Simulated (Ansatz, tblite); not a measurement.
# TiFCl3 (TiCl₃F): removing and adding an electron

What does removing or adding an electron cost or gain for TiFCl3 (TiCl₃F)? Each charged state is run at several levels.

Method: as each input shows; program: Ansatz 0.2.0, Gaussian basis.

Levels to be run: charge +1 doublet, at the geometry of the singlet (PBE0-D4/def2-TZVP, PBE-D4/def2-TZVP, r2SCAN-D4/def2-TZVP); charge -1 doublet, at the geometry of the singlet (PBE0-D4/def2-TZVPD, PBE-D4/def2-TZVPD, r2SCAN-D4/def2-TZVPD); the starting singlet's energies come from earlier runs.

## (1) The geometry

The singlet was relaxed beforehand with PBE-D4/def2-SVP.

5 atoms, charge 0, spin multiplicity 1.

Atoms are counted from 1 here; the program's logs count them from 0.

Bond lengths: Ti1–F2 1.733 Å, Ti1–Cl3 2.178 Å, Ti1–Cl4 2.178 Å, Ti1–Cl5 2.178 Å. Angles: F2–Ti1–Cl3 109.1°, F2–Ti1–Cl4 109.1°, F2–Ti1–Cl5 109.1°, Cl3–Ti1–Cl4 109.9°, Cl3–Ti1–Cl5 109.9°, Cl4–Ti1–Cl5 109.9°.

Formally the metal is d0. No spin-orbit coupling is included.

## (2) Charge +1 doublet at the fixed geometry, first pass, PBE0-D4/def2-SVP

in.yaml reads:

```yaml
crystal:
  periodic: [false, false, false]
  atoms:
    - {symbol: Ti, position_ang: [0.000385, -0.000649, 0.080538]}
    - {symbol: F, position_ang: [0.008478, -0.014619, 1.813604]}
    - {symbol: Cl, position_ang: [2.054989, 0.010104, -0.640994]}
    - {symbol: Cl, position_ang: [-1.036210, 1.784770, -0.612191]}
    - {symbol: Cl, position_ang: [-1.027652, -1.779615, -0.640946]}
basis:
  gaussian: {orbitals: def2-SVP}
total_charge: 1
magnetization: {spin_polarized: true, initial_magnetization: 1}
hamiltonian: {xc: pbe0, dispersion: d4}
output: {orbitals: {seedname: orbitals}}
```

Started as:

```bash
ansatz run in.yaml --threads 4 --pin off --events-out ev --progress --plain --max-ram 3916MiB
```

What it wrote:

```text
Functional definition: PBE0
  name "PBE0"
  cite "Adamo & Barone, J. Chem. Phys. 110, 6158 (1999) doi:10.1063/1.478522"
  cite "Perdew, Burke & Ernzerhof, Phys. Rev. Lett. 77, 3865 (1996) doi:10.1103/PhysRevLett.77.3865"
  parent pbe
  parameter a = 0.25
  parameter kappa = 0.804
  parameter beta = 0.06672455060314922
  exchange = (1 - a)*pbe_x(kappa = kappa, mu = beta*pi^2/3) + a*exact_x
  correlation = pbe_c(beta = beta)
950 factors; integrals over basis functions are off by at most 1.3e-3 eV
mean field evaluation 1: about -63352.4936 eV, gradient 4.1e1 eV
mean field evaluation 2: about -63131.4896 eV, gradient 2.3e2 eV
mean field evaluation 4: about -63357.5717 eV, gradient 1.4e1 eV
mean field evaluation 8: about -63358.4587 eV, gradient 2.4e-1 eV
mean field evaluation 16: about -63358.5519 eV, gradient 2.9e-3 eV
mean field evaluation 32: about -63358.5519 eV, gradient 3.8e-5 eV
mean field -63358.55185243 eV, -2328.3838346080 hartree, gradient 1.9e-5 eV, S^2 0.781960; 6 other end points of the search recorded, 0 dependent functions left out
reference -63358.55193680 eV, -2328.3838377083 hartree; 41, 40 occupied and 58, 59 virtual orbitals, 950 factors
Total energy: -63358.70710256 eV, -2328.3895399450 hartree
```

Wall time 5.5 s (4 threads of Arm Neoverse V2, shared host).

From the report: HOMO -15.61 eV, LUMO -13.75 eV (over both spins); ⟨S²⟩ 0.782 (pure: 0.75).

## (3) Charge +1 doublet at the fixed geometry, PBE0-D4/def2-TZVP

start.molden holds the orbitals of an earlier run on this state, given as this run's starting guess.

in.yaml, as its differences from that of step 2:

```diff
@@ -9,3 +9,3 @@
 basis:
-  gaussian: {orbitals: def2-SVP}
+  gaussian: {orbitals: def2-TZVP, initial_orbitals: start.molden}
 total_charge: 1
@@ -13,2 +13,3 @@
 hamiltonian: {xc: pbe0, dispersion: d4}
+scf: {omitted_lower_state_checks: [starts]}
 output: {orbitals: {seedname: orbitals}}
```

Launched as before.

What it wrote:

```text
Functional definition: PBE0
  name "PBE0"
  cite "Adamo & Barone, J. Chem. Phys. 110, 6158 (1999) doi:10.1063/1.478522"
  cite "Perdew, Burke & Ernzerhof, Phys. Rev. Lett. 77, 3865 (1996) doi:10.1103/PhysRevLett.77.3865"
  parent pbe
  parameter a = 0.25
  parameter kappa = 0.804
  parameter beta = 0.06672455060314922
  exchange = (1 - a)*pbe_x(kappa = kappa, mu = beta*pi^2/3) + a*exact_x
  correlation = pbe_c(beta = beta)
these checks for a lower state are left out or cut short: starts
1426 factors; their error is unknown
mean field evaluation 1: about -63373.6311 eV, gradient 1.5e2 eV
mean field evaluation 2: about -63377.6149 eV, gradient 5.2e0 eV
mean field evaluation 4: about -63378.0061 eV, gradient 1.8e-1 eV
mean field evaluation 8: about -63378.0063 eV, gradient 2.0e-5 eV
mean field -63378.00633815 eV, -2329.0987737714 hartree, gradient 1.9e-5 eV, S^2 0.779554; 0 other end points of the search recorded, 0 dependent functions left out
reference -63378.00637524 eV, -2329.0987751343 hartree; 41, 40 occupied and 146, 147 virtual orbitals, 1426 factors
Total energy: -63378.16154100 eV, -2329.1044773710 hartree
Checks for a lower state left out: starts
```

Run time: 8 s. Hardware: 4 threads of Arm Neoverse V2, shared host; peak memory 0.81 GiB.

Report: HOMO -15.47 eV, LUMO -13.58 eV (over both spins); ⟨S²⟩ 0.780 (pure: 0.75).

## (4) Charge +1 doublet at the fixed geometry, PBE-D4/def2-TZVP

in.yaml, as its differences from that of step 3:

```diff
@@ -12,3 +12,3 @@
 magnetization: {spin_polarized: true, initial_magnetization: 1}
-hamiltonian: {xc: pbe0, dispersion: d4}
+hamiltonian: {xc: pbe, dispersion: d4}
 scf: {omitted_lower_state_checks: [starts]}
```

Launched as before.

What it wrote:

```text
Functional definition: PBE
  name "PBE"
  cite "Perdew, Burke & Ernzerhof, Phys. Rev. Lett. 77, 3865 (1996) doi:10.1103/PhysRevLett.77.3865"
  parent pbe
  parameter kappa = 0.804
  parameter beta = 0.06672455060314922
  exchange = pbe_x(kappa = kappa, mu = beta*pi^2/3)
  correlation = pbe_c(beta = beta)
these checks for a lower state are left out or cut short: starts
1337 factors; their error is unknown
mean field evaluation 1: about -63375.5159 eV, gradient 1.2e1 eV
mean field evaluation 2: about -63375.7535 eV, gradient 3.3e-1 eV
mean field evaluation 4: about -63375.7474 eV, gradient 3.9e-2 eV
mean field evaluation 8: about -63375.7474 eV, gradient 2.2e-5 eV
mean field -63375.74737234 eV, -2329.0157583090 hartree, gradient 1.0e-5 eV, S^2 0.757220; 0 other end points of the search recorded, 0 dependent functions left out
reference -63375.74742176 eV, -2329.0157601251 hartree; 41, 40 occupied and 146, 147 virtual orbitals, 1337 factors
Total energy: -63375.92640957 eV, -2329.0223378058 hartree
Checks for a lower state left out: starts
```

It took 4.6 s on 4 threads of Arm Neoverse V2, shared host.

HOMO -14.20 eV, LUMO -13.95 eV (over both spins); ⟨S²⟩ 0.757 (pure: 0.75).

## (5) Charge +1 doublet at the fixed geometry, r2SCAN-D4/def2-TZVP

in.yaml, as its differences from that of step 4:

```diff
@@ -12,3 +12,3 @@
 magnetization: {spin_polarized: true, initial_magnetization: 1}
-hamiltonian: {xc: pbe, dispersion: d4}
+hamiltonian: {xc: r2scan, dispersion: d4}
 scf: {omitted_lower_state_checks: [starts]}
```

Launched as before.

What it wrote, shortened:

```text
Functional definition: r2SCAN
  name "r2SCAN"
  cite "Furness, Kaplan, Ning, Perdew & Sun, J. Phys. Chem. Lett. 11, 8208 (2020) doi:10.1021/acs.jpclett.0c02405"
  cite "Furness, Kaplan, Ning, Perdew & Sun, J. Phys. Chem. Lett. 11, 9248 (2020) doi:10.1021/acs.jpclett.0c03077"
  parent r2scan
[...]
1337 factors; their error is unknown
[...]
mean field -63394.91557423 eV, -2329.7201767358 hartree, gradient 6.2e-6 eV, S^2 0.764463; 0 other end points of the search recorded, 0 dependent functions left out
reference -63394.91558944 eV, -2329.7201772946 hartree; 41, 40 occupied and 146, 147 virtual orbitals, 1337 factors
Total energy: -63394.95607482 eV, -2329.7216651052 hartree
Checks for a lower state left out: starts
```

It took 13 s on 4 threads of Arm Neoverse V2, shared host.

From the report: HOMO -14.56 eV, LUMO -14.14 eV (over both spins); ⟨S²⟩ 0.764 (pure: 0.75).

## (6) Vertical ionisation energy

Charged state less starting state, singlet to doublet; the starting state's energies are those of its earlier runs.

| level | vertical ionisation energy (eV) | time |
| --- | --- | --- |
| PBE-D4/def2-TZVP | +11.13 | 7 s |
| r2SCAN-D4/def2-TZVP | +11.42 | 17 s |
| PBE0-D4/def2-TZVP | +11.64 | 11 s |

Times add the two runs; a level without a time comes out of a correlated run.

Beside −ε(HOMO) of the starting state:

| level | −ε(HOMO) (eV) | by difference (eV) | mismatch (eV) |
| --- | --- | --- | --- |
| PBE-D4/def2-TZVP | 8.28 | 11.13 | -2.84 |
| r2SCAN-D4/def2-TZVP | 8.68 | 11.42 | -2.74 |
| PBE0-D4/def2-TZVP | 9.67 | 11.64 | -1.97 |

## (7) Charge -1 doublet at the fixed geometry, first pass, PBE0-D4/def2-SVP

in.yaml, as its differences from that of step 5:

```diff
@@ -9,7 +9,6 @@
 basis:
-  gaussian: {orbitals: def2-TZVP, initial_orbitals: start.molden}
-total_charge: 1
+  gaussian: {orbitals: def2-SVP}
+total_charge: -1
 magnetization: {spin_polarized: true, initial_magnetization: 1}
-hamiltonian: {xc: r2scan, dispersion: d4}
-scf: {omitted_lower_state_checks: [starts]}
+hamiltonian: {xc: pbe0, dispersion: d4}
 output: {orbitals: {seedname: orbitals}}
```

The command is unchanged.

What it wrote, shortened:

```text
Functional definition: PBE0
  name "PBE0"
  cite "Adamo & Barone, J. Chem. Phys. 110, 6158 (1999) doi:10.1063/1.478522"
  cite "Perdew, Burke & Ernzerhof, Phys. Rev. Lett. 77, 3865 (1996) doi:10.1103/PhysRevLett.77.3865"
  parent pbe
[...]
950 factors; integrals over basis functions are off by at most 1.3e-3 eV
[...]
mean field -63372.24537153 eV, -2328.8870621529 hartree, gradient 3.0e-6 eV, S^2 0.752355; 12 other end points of the search recorded, 0 dependent functions left out
reference -63372.24544623 eV, -2328.8870648982 hartree; 42, 41 occupied and 57, 58 virtual orbitals, 950 factors
Total energy: -63372.42295144 eV, -2328.8935880945 hartree
```

Wall time 18 s (4 threads of Arm Neoverse V2, shared host).

Report: HOMO 0.02 eV, LUMO 3.48 eV (over both spins); ⟨S²⟩ 0.752 (pure: 0.75). Doubts: highest occupied level lies above zero.

## (8) Charge -1 doublet at the fixed geometry, PBE0-D4/def2-TZVPD

in.yaml, as its differences from that of step 7:

```diff
@@ -9,3 +9,3 @@
 basis:
-  gaussian: {orbitals: def2-SVP}
+  gaussian: {orbitals: def2-TZVPD, initial_orbitals: start.molden}
 total_charge: -1
@@ -13,2 +13,3 @@
 hamiltonian: {xc: pbe0, dispersion: d4}
+scf: {omitted_lower_state_checks: [starts]}
 output: {orbitals: {seedname: orbitals}}
```

Launched as before.

What it wrote:

```text
Functional definition: PBE0
  name "PBE0"
  cite "Adamo & Barone, J. Chem. Phys. 110, 6158 (1999) doi:10.1063/1.478522"
  cite "Perdew, Burke & Ernzerhof, Phys. Rev. Lett. 77, 3865 (1996) doi:10.1103/PhysRevLett.77.3865"
  parent pbe
  parameter a = 0.25
  parameter kappa = 0.804
  parameter beta = 0.06672455060314922
  exchange = (1 - a)*pbe_x(kappa = kappa, mu = beta*pi^2/3) + a*exact_x
  correlation = pbe_c(beta = beta)
these checks for a lower state are left out or cut short: starts
1611 factors; their error is unknown
mean field evaluation 1: about -63386.9531 eV, gradient 1.5e2 eV
mean field evaluation 2: about -63391.2501 eV, gradient 6.4e0 eV
mean field evaluation 4: about -63391.7431 eV, gradient 4.1e-3 eV
mean field evaluation 8: about -63391.9461 eV, gradient 2.7e-5 eV
mean field -63391.94609725 eV, -2329.6110504696 hartree, gradient 6.9e-6 eV, S^2 0.752587; 0 other end points of the search recorded, 0 dependent functions left out
reference -63391.94614747 eV, -2329.6110523152 hartree; 42, 41 occupied and 184, 185 virtual orbitals, 1611 factors
Total energy: -63392.12365269 eV, -2329.6175755115 hartree
Checks for a lower state left out: starts
```

Wall time 41 s (4 threads of Arm Neoverse V2, shared host); peak memory 1 GiB.

HOMO -0.53 eV, LUMO 2.85 eV (over both spins); ⟨S²⟩ 0.753 (pure: 0.75).

## (9) Charge -1 doublet at the fixed geometry, PBE-D4/def2-TZVPD

in.yaml, as its differences from that of step 8:

```diff
@@ -12,3 +12,3 @@
 magnetization: {spin_polarized: true, initial_magnetization: 1}
-hamiltonian: {xc: pbe0, dispersion: d4}
+hamiltonian: {xc: pbe, dispersion: d4}
 scf: {omitted_lower_state_checks: [starts]}
```

Same command.

What it wrote:

```text
Functional definition: PBE
  name "PBE"
  cite "Perdew, Burke & Ernzerhof, Phys. Rev. Lett. 77, 3865 (1996) doi:10.1103/PhysRevLett.77.3865"
  parent pbe
  parameter kappa = 0.804
  parameter beta = 0.06672455060314922
  exchange = pbe_x(kappa = kappa, mu = beta*pi^2/3)
  correlation = pbe_c(beta = beta)
these checks for a lower state are left out or cut short: starts
1463 factors; their error is unknown
mean field evaluation 1: about -63388.2771 eV, gradient 1.1e1 eV
mean field evaluation 2: about -63388.5078 eV, gradient 3.4e-1 eV
mean field evaluation 4: about -63388.4916 eV, gradient 5.4e-2 eV
mean field evaluation 8: about -63388.4916 eV, gradient 2.2e-5 eV
mean field -63388.49164999 eV, -2329.4841018741 hartree, gradient 7.4e-6 eV, S^2 0.752228; 0 other end points of the search recorded, 0 dependent functions left out
reference -63388.49171067 eV, -2329.4841041042 hartree; 42, 41 occupied and 184, 185 virtual orbitals, 1463 factors
Total energy: -63388.69630041 eV, -2329.4916226385 hartree
Checks for a lower state left out: starts
```

Wall time 14 s (4 threads of Arm Neoverse V2, shared host); peak memory 0.77 GiB.

From the report: HOMO 1.54 eV, LUMO 1.69 eV (over both spins); ⟨S²⟩ 0.752 (pure: 0.75). Doubts: highest occupied level lies above zero.

## (10) Charge -1 doublet at the fixed geometry, r2SCAN-D4/def2-TZVPD

in.yaml, as its differences from that of step 9:

```diff
@@ -12,3 +12,3 @@
 magnetization: {spin_polarized: true, initial_magnetization: 1}
-hamiltonian: {xc: pbe, dispersion: d4}
+hamiltonian: {xc: r2scan, dispersion: d4}
 scf: {omitted_lower_state_checks: [starts]}
```

Launched as before.

What it wrote:

```text
Functional definition: r2SCAN
  name "r2SCAN"
  cite "Furness, Kaplan, Ning, Perdew & Sun, J. Phys. Chem. Lett. 11, 8208 (2020) doi:10.1021/acs.jpclett.0c02405"
  cite "Furness, Kaplan, Ning, Perdew & Sun, J. Phys. Chem. Lett. 11, 9248 (2020) doi:10.1021/acs.jpclett.0c03077"
  parent r2scan
  parameter k0 = 0.174
  parameter k1 = 0.065
  parameter a1 = 4.9479
  exchange = r2scan_x(k0 = k0, k1 = k1, a1 = a1)
  correlation = r2scan_c
these checks for a lower state are left out or cut short: starts
1463 factors; their error is unknown
mean field evaluation 1: about -63408.1385 eV, gradient 8.0e0 eV
mean field evaluation 2: about -63408.2165 eV, gradient 1.4e-1 eV
mean field evaluation 4: about -63408.1959 eV, gradient 1.4e-3 eV
mean field evaluation 8: about -63408.1959 eV, gradient 3.2e-5 eV
mean field -63408.19585434 eV, -2330.2082180283 hartree, gradient 6.0e-6 eV, S^2 0.753303; 0 other end points of the search recorded, 0 dependent functions left out
reference -63408.19590042 eV, -2330.2082197216 hartree; 42, 41 occupied and 184, 185 virtual orbitals, 1463 factors
Total energy: -63408.24254387 eV, -2330.2099338369 hartree
Checks for a lower state left out: starts
```

It took 32 s on 4 threads of Arm Neoverse V2, shared host; peak memory 0.86 GiB.

From the report: HOMO 1.14 eV, LUMO 1.80 eV (over both spins); ⟨S²⟩ 0.753 (pure: 0.75). Doubts: highest occupied level lies above zero.

## (11) Vertical electron affinity

Starting state less charged state (positive: the electron is bound), singlet to doublet; the starting state's energies are those of its earlier runs.

| level | vertical electron affinity (eV) | time |
| --- | --- | --- |
| PBE-D4/def2-TZVPD | +1.57 | 16 s |
| r2SCAN-D4/def2-TZVPD | +1.80 | 39 s |
| PBE0-D4/def2-TZVPD | +2.25 | 45 s |

Times add the two runs; a level without a time comes out of a correlated run.

Beside −ε(LUMO) of the starting state:

| level | −ε(LUMO) (eV) | by difference (eV) | mismatch (eV) |
| --- | --- | --- | --- |
| PBE-D4/def2-TZVPD | 4.59 | 1.57 | +3.03 |
| r2SCAN-D4/def2-TZVPD | 4.60 | 1.80 | +2.79 |
| PBE0-D4/def2-TZVPD | 3.79 | 2.25 | +1.54 |

## (12) Outcome

```
                                             quantity                                 value
 vertical ionisation energy, functionals in def2-TZVP  11.13 (PBE-D4) to 11.64 eV (PBE0-D4)
vertical electron affinity, functionals in def2-TZVPD    1.57 (PBE-D4) to 2.25 eV (PBE0-D4)
```

**Reading.** The vertical ionisation energy spans 11.13 to 11.64 eV over the functionals. −ε(HOMO) misses the level's own difference by -1.97 eV at best (PBE0-D4) and -2.84 eV at worst (PBE-D4). The vertical electron affinity spans 1.57 to 2.25 eV over the functionals. The anion's highest level lies above zero where self-interaction lifts it, so diffuse functions weigh on these values. −ε(LUMO) misses the level's own difference by +1.54 eV at best (PBE0-D4) and +3.03 eV at worst (PBE-D4). The charged states' spins were chosen beforehand and needn't be their lowest.

The anion's highest level is positive in at least one run, so there the basis alone may hold the extra electron.
